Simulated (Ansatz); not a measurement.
A nudged elastic band was laid between two geometries of a periodic cell of 17 atoms, CuSi16 (host Si, host structure diamond, interstitial Cu), cell charge +1.

These are results of Ansatz, DFT PBE, scalar-relativistic, plane waves, PAW, not measurements. Settings: PAW set soft_1, cutoff 420 eV, k mesh 2x2x2, gaussian smearing 0.05 eV, no spin polarisation.

```json
{
 "movable images": "5",
 "climbing image": "yes",
 "spring": "1.0 eV/Å²",
 "optimiser": "quadratic models (default)",
 "start path": "IDPP",
 "force threshold": "0.03 eV/Å",
 "iteration limit": "25",
 "end points": "relaxed"
}
```

Image 0:

```xyz
17
Lattice="0.0000 5.4300 5.4300 5.4300 0.0000 5.4300 5.4300 5.4300 0.0000" Properties=species:S:1:pos:R:3
Si 0.045 0.047 -0.049
Si 1.401 1.402 1.290
Si 2.771 2.773 -0.034
Si 4.121 4.127 1.302
Si 2.713 0.058 2.714
Si 4.136 1.404 4.027
Si 5.457 2.776 2.654
Si 6.741 4.075 4.114
Si 0.058 2.713 2.715
Si 1.402 4.138 4.028
Si 2.772 5.463 2.656
Si 4.075 6.744 4.116
Si 2.717 2.718 5.375
Si 3.946 3.945 6.919
Si 5.287 5.289 5.571
Si 6.742 6.746 6.787
Cu 6.637 6.633 4.234
```

Image 6:

```xyz
17
Lattice="0.0000 5.4300 5.4300 5.4300 0.0000 5.4300 5.4300 5.4300 0.0000" Properties=species:S:1:pos:R:3
Si 0.134 0.134 -0.124
Si 1.357 1.358 1.427
Si 2.758 2.760 0.010
Si 4.215 4.218 1.216
Si 2.672 -0.069 2.765
Si 4.017 1.356 4.075
Si 5.427 2.761 2.669
Si 6.726 4.038 4.136
Si -0.071 2.673 2.765
Si 1.355 4.016 4.076
Si 2.758 5.427 2.671
Si 4.035 6.728 4.136
Si 2.669 2.669 5.497
Si 4.022 4.023 6.836
Si 5.374 5.377 5.482
Si 6.725 6.726 6.820
Cu 8.305 8.306 2.566
```

Problem. What changes between the two ends?

Solution. The atom that moves furthest is Cu17, by 2.89 Å; four of its nearest neighbours are Si15 2.33, Si13 2.42, Si5 2.43, Si9 2.43 Å at the first end and Si4 2.33, Si6 2.43, Si10 2.43, Si2 2.43 Å at the last.

Problem. Give the energies along the band, and the barrier.

Solution. It converged. The highest image is number 3 of 0 to 6, 0.042 eV above the ends, which have the same energy within 2 meV. A structure lower than the last end lies on the path between it and the top, so the climb from that side starts below the end, which may itself be a saddle point or a shallow side well. By the program's own check the climbing image is of a kind that is not told: the force calls were inconclusive, a negative curvature could not be distinguished from the path's own, the only one lies far off the path, or fixed occupations may fill a level only in part (lowest curvatures found: -0.51 and 0.87 eV/Å²). Limits of this set-up: coarse k mesh, a small cell, in which the defect meets its images, a typed lattice constant that wasn't relaxed here, charged cell in a uniform background, uncorrected.

```
image  path coordinate (Å)  energy (eV)  Si5–Cu17 (Å)  Si8–Cu17 (Å)  Si9–Cu17 (Å)
    0                 0.00        0.000          2.43          2.56          2.43
    1                 0.71        0.003          2.39          2.79          2.33
    2                 1.42       -0.004          2.35          3.07          2.35
    3                 2.13        0.042          2.37          3.51          2.37
    4                 2.84       -0.004          2.48          4.03          2.48
    5                 3.55        0.003          2.64          4.28          2.59
    6                 4.26        0.000          2.96          4.32          2.96
```

Problem. What is the geometry of the highest image?

Solution. 
```xyz
17
Lattice="0.0000 5.4300 5.4300 5.4300 0.0000 5.4300 5.4300 5.4300 0.0000" Properties=species:S:1:pos:R:3:forces:R:3
Si -0.127 -0.124 0.170 0.00 0.00 0.00
Si 1.312 1.313 1.297 0.00 0.00 -0.01
Si 2.666 2.668 -0.028 0.00 0.00 0.00
Si 3.936 3.938 1.475 0.00 0.00 0.00
Si 2.797 -0.085 2.668 0.00 0.00 0.00
Si 4.156 1.275 4.120 0.00 0.00 0.00
Si 5.433 2.677 2.770 0.00 0.00 0.00
Si 6.825 4.069 4.020 0.00 0.00 0.00
Si -0.086 2.798 2.669 0.00 0.00 0.00
Si 1.273 4.158 4.122 0.00 0.00 0.00
Si 2.675 5.435 2.771 0.00 0.00 0.00
Si 4.067 6.827 4.020 0.00 0.00 0.00
Si 2.758 2.761 5.495 0.00 0.00 0.00
Si 4.197 4.198 6.620 0.00 0.00 0.00
Si 5.565 5.566 5.315 0.00 0.00 0.00
Si 6.834 6.836 6.819 0.00 0.00 0.00
Cu 7.465 7.466 3.397 0.00 0.00 0.00
```

The band took 9 iterations and about 22 core-minutes.

Time of the run: 22 min on 1 thread of Intel(R) Xeon(R) Processor @ 2.50GHz (Skylake/Cascade Lake), with other jobs on the host, peak memory 1 GiB.
